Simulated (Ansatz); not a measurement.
# CH6BNS: the cost of one run

All numbers are computed with Ansatz 0.2.0 through its Python package. Level of theory: CAM-B3LYP/aug-cc-pVDZ.

### 1 Starting point

Bond lengths: C1–B2 1.522 Å, B2–N3 1.509 Å, B2–S4 1.946 Å, C1–H5 1.137 Å, C1–H6 1.164 Å, C1–H7 1.103 Å, N3–H8 1.039 Å, N3–H9 1.106 Å, S4–H10 1.374 Å. Angles: C1–B2–N3 119.3°, C1–B2–S4 120.3°, N3–B2–S4 120.4°, B2–C1–H5 113.7°, B2–C1–H6 111.7°, B2–C1–H7 112.0°, H5–C1–H6 105.7°, H5–C1–H7 107.2°, H6–C1–H7 106.0°, B2–N3–H8 106.9°, B2–N3–H9 107.8°, H8–N3–H9 103.0°, B2–S4–H10 90.4°.

The script holds or builds the structure itself.

### 2 Script

Contents of ch6bns.py:

```python
"""Energy to split CH6BNS into its atoms."""

from collections import Counter

import ansatz


def energy_of(molecule, charge=0, unpaired=0):
    calc = molecule.calculation().basis(gaussian="aug-cc-pVDZ").functional("CAM-B3LYP")
    if charge:
        calc = calc.charge(charge)
    if unpaired:
        calc = calc.spin("collinear", total=unpaired)
    report = calc.run(threads=1, pin="off").report
    if report["published_state_doubts"]:
        print("  doubts:", report["published_state_doubts"])
    return report["free_energy_ev"]

geometry_ang = [
    ("C", [-1.0354, 0.5216, -0.6629]),
    ("B", [0.1138, -0.2344, -0.0126]),
    ("N", [0.0145, -0.619, 1.443]),
    ("S", [1.7041, -0.6803, -1.0417]),
    ("H", [-0.8621, 0.7601, -1.7613]),
    ("H", [-1.2246, 1.546, -0.1445]),
    ("H", [-1.9862, -0.0327, -0.5949]),
    ("H", [0.1912, -1.6415, 1.4982]),
    ("H", [0.8867, -0.1865, 1.9672]),
    ("H", [2.2811, 0.5154, -0.6875]),
]
molecule = ansatz.Crystal.molecule()
for symbol, xyz in geometry_ang:
    molecule = molecule.atom(symbol, xyz)

# unpaired electrons of the ground-state atoms
unpaired = {"C": 2, "B": 1, "N": 3, "S": 2, "H": 1}
counts = Counter(site.symbol for site in molecule.cartesian_sites)
atom_energy = {s: energy_of(ansatz.Crystal.molecule().atom(s, (0, 0, 0)), 0, unpaired[s]) for s in counts}
whole = energy_of(molecule, 0, 0)
for s, e in atom_energy.items():
    print(f"{s:2s} x{counts[s]}  {e:14.5f} eV")
print(f"CH6BNS: {whole:.5f} eV")
split = sum(counts[s] * e for s, e in atom_energy.items()) - whole
print(f"atomisation energy (no zero-point term): {23.060548 * split:.1f} kcal/mol, {split / sum(counts.values()):.3f} eV an atom")
```

### 3 The calls as engine input

The engine receives this input (first run):

```yaml
crystal:
  periodic: [false, false, false]
  atoms:
    - { symbol: C, position_ang: [0.0, 0.0, 0.0] }
basis:
  gaussian:
    orbitals: aug-cc-pVDZ
hamiltonian:
  xc: cam_b3lyp
magnetization:
  spin_polarized: true
  initial_magnetization: 2.0
```

### 4 Launch

Launch:

```console
> python ch6bns.py
```

**Question.** How long does this script take on 1 thread of Arm Neoverse V1, shared host, and how much memory does it need?

About 9 s, with a peak of 0.39 GiB.
